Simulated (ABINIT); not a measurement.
Runs of ABINIT 10.8.3 (patched build) on AgRh. The structure is hexagonal, space group P-6m2 (No. 187). Conventional cell: a = 2.778 Å, b = 2.778 Å, c = 4.809 Å, α = 90.00°, β = 90.00°, γ = 120.00°. Around Ag (site symmetry -6m2) lie 6 Ag at 2.78 Å and 6 Rh at 2.89 Å. Rh (site symmetry -6m2) has 6 Rh at 2.78 Å and 6 Ag at 2.89 Å as nearest neighbours. The cell comes from a database or a generator and needn't be the stable form of this composition.

```tsv
task	level	potentials or basis	cell	cell freedom (optcell)	cutoff smearing ecutsm (Ha)	optimiser (ionmov)	force stop (Ha/bohr)	gap on the mesh (eV)	pressure (GPa)	relaxed volume (Å³/atom)
single point	PBE	JTH PAW PBE v2.0	as given	-	-	-	-	none	-2.3	-
single point	PBE	JTH PAW PBE v2.0	atoms moved at random, drawn with an rms of 0.05 Å	-	-	-	-	none	-1.9	-
relaxation of cell and atoms	PBEsol	JTH PAW PBE v2.0	relaxed	2	0.5	2	5e-05	none	0.0	(a)
relaxation of cell and atoms	LDA	JTH PAW LDA v2.0	relaxed	2	0.5	2	5e-05	none	0.0	14.61
```

Alike in all rows: no spin polarisation; k mesh 11 × 11 × 6; cutoff (eV) 463; smearing fermi-dirac 0.05 eV.

Problem. Estimate the missing entries.

Solution. (a) 15.04.

Caveats: the PAW data sets were made with another functional, which shifts forces and pressure a little (some runs).

A k mesh can miss the band edges, and the runs leave out spin-orbit coupling on Ag, Rh.

A gap of «none» marks a metal or a gap under the smearing width.
